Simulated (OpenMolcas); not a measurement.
**Cu³⁺ with 3 ligands (bromide): CASSCF levels and susceptibility**

Aim: the ligand-field states of Cu³⁺ in this surrounding, its lowest levels with spin-orbit coupling and its magnetic susceptibility.

Method: state-averaged CASSCF, spin-orbit coupling by RASSI with atomic mean-field integrals. Code: OpenMolcas 26.06.

2 further runs of the same task are left out: 2 set aside as unsound or not needed.

## Step 1: What is computed

- Species: Cu³⁺ (copper, Z = 29, 26 electrons)
- Basis: ANO-RCC-VTZP [6s5p3d2f1g], 140 functions with the ligands
- Scalar Hamiltonian: DKH2, point nucleus
- Inactive shells: 1s 2s 2p 3s 3p of the metal, and all ligand shells
- Active space: 8 electrons in 5 orbitals (3d)
- Some configurations of this space: 3d⁸
- Orbitals: optimised for each spin and parity, averaged over all roots

Outer shells as boxes (Hund's rule):

3d8
```
3d [↑↓][↑↓][↑↓][↑ ][↑ ]
```

Cu³⁺ is taken with 3 ligands (bromide) in trigonal planar coordination (D3h) at 2.3 Å. Ligand basis ANO-RCC-VDZP. The distances are assumed, not relaxed.

```xyz
4

Cu    0.0000    0.0000    0.0000
Br    2.3000    0.0000    0.0000
Br   -1.1500    1.9919    0.0000
Br   -1.1500   -1.9919    0.0000
```

The work runs as a chain of OpenMolcas steps in one folder; each step below is one input file. Labels, J, g values, rates, χT and fits are worked out afterwards by a script from the matrices that RASSI stores.

## Step 2: Basis and integrals

a.inp reads:

```
&GATEWAY
Coord
4

Cu 0.0 0.0 0.0
Br 2.300000 0.000000 0.000000
Br -1.150000 1.991858 0.000000
Br -1.150000 -1.991858 0.000000
Basis=Cu.ANO-RCC-VTZP,Br.ANO-RCC-VDZP
Group=NoSym
NoMove
AngMom=0.0 0.0 0.0
AMFI
RICD
&SEWARD
```

On the command line:

```sh
$ OMP_NUM_THREADS=1 MOLCAS_MEM=2457 MOLCAS_PROJECT=a pymolcas a.inp > a.log
```

## Step 3: CASSCF: triplets, 10 roots

a.inp reads:

```
&RASSCF
FileOrb=start.orb
Symmetry=1
Spin=3
nActEl=8 0 0
Inactive=63
Ras2=5
CIRoot=10 10 1
SDav=10
CIMx=300
Iter=150 100
PrWF=0.3
OrbListing=Nothing
MaxOrb=0
LevShft=1.0
>>> COPY $Project.JobIph JOB001
```

start.orb holds start orbitals that the driver prepared beforehand, or those of the step before.

## Step 4: CASSCF: singlets, 15 roots

a.inp reads:

```
&RASSCF
FileOrb=start.orb
Symmetry=1
Spin=1
nActEl=8 0 0
Inactive=63
Ras2=5
CIRoot=15 15 1
SDav=15
CIMx=300
Iter=150 100
PrWF=0.3
OrbListing=Nothing
MaxOrb=0
LevShft=1.0
>>> COPY $Project.JobIph JOB002
```

## Step 5: RASSI: spin-orbit coupling between the states

a.inp reads:

```
&RASSI
NrOfJobIphs=2 10 15
1 2 3 4 5 6 7 8 9 10
1 2 3 4 5 6 7 8 9 10 11 12 13 14 15
IphNames
JOB001
JOB002
EJob
SpinOrbit
DIPRint=1.0
SOCoupling=1000.0
Subsets=2
Property=9
'ANGMOM' 1 'ANGMOM' 2 'ANGMOM' 3 'MLTPL  1' 1 'MLTPL  1' 2 'MLTPL  1' 3
'AMFI' 1 'AMFI' 2 'AMFI' 3
SOProperty=3
'ANGMOM' 1 'ANGMOM' 2 'ANGMOM' 3
```

Q: Predict the outcome of this session. Wanted: spin-free ground state; first state of the same spin within the active space; lowest level; next level.

As calculated:

| quantity | value |
| --- | --- |
| method | CASSCF |
| spin-free ground state | triplet, 1-fold in its orbital part |
| first state of the same spin within the active space | 3E at 350 cm⁻¹ |
| lowest level | 1-fold |
| next level | 96.1 cm⁻¹ |
| χT at 300 K | 2.37 cm³ K/mol |
| effective moment at 300 K | 4.35 μB |

**Reading.** The spin-free ground state (triplet) is 1-fold and keeps the highest spin of the shell. χT at 300 K is 2.37, against 1.00 cm³ K/mol for the spin alone, so orbital moment adds to it. The bonds are covalent and no ligand orbital is active, so the numbers are rough.
